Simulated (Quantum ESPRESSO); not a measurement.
The system is BAs.

```
CELL_PARAMETERS angstrom
0.00000 2.38850 2.38850
2.38850 0.00000 2.38850
2.38850 2.38850 0.00000
ATOMIC_POSITIONS crystal
B 0.00000 0.00000 0.00000
As 0.25000 0.25000 0.25000
```

Base run:

| Quantity | Value |
| --- | --- |
| Program | Quantum ESPRESSO 7.5 |
| Functional | PBE |
| Potentials or basis | PseudoDojo 0.4.1 SR PBE standard |
| Cutoff | 1143 eV |
| Density cutoff | 4572 eV |
| k mesh | 8 × 8 × 8 |
| Occupations | fixed |
| Spin | no spin polarisation |

Its results: band gap on the k mesh, mean-field level 1.21 eV, indirect (least direct gap 3.29 eV).

Problem. The run is repeated on the same cell with these changes: k mesh from 8 × 8 × 8 to 6 × 6 × 6. What comes out?

Solution. Band gap on the k mesh, mean-field level 1.29 eV, indirect (least direct gap 3.29 eV).

A k mesh can miss the band edges.

Not every run made on this cell is shown here.
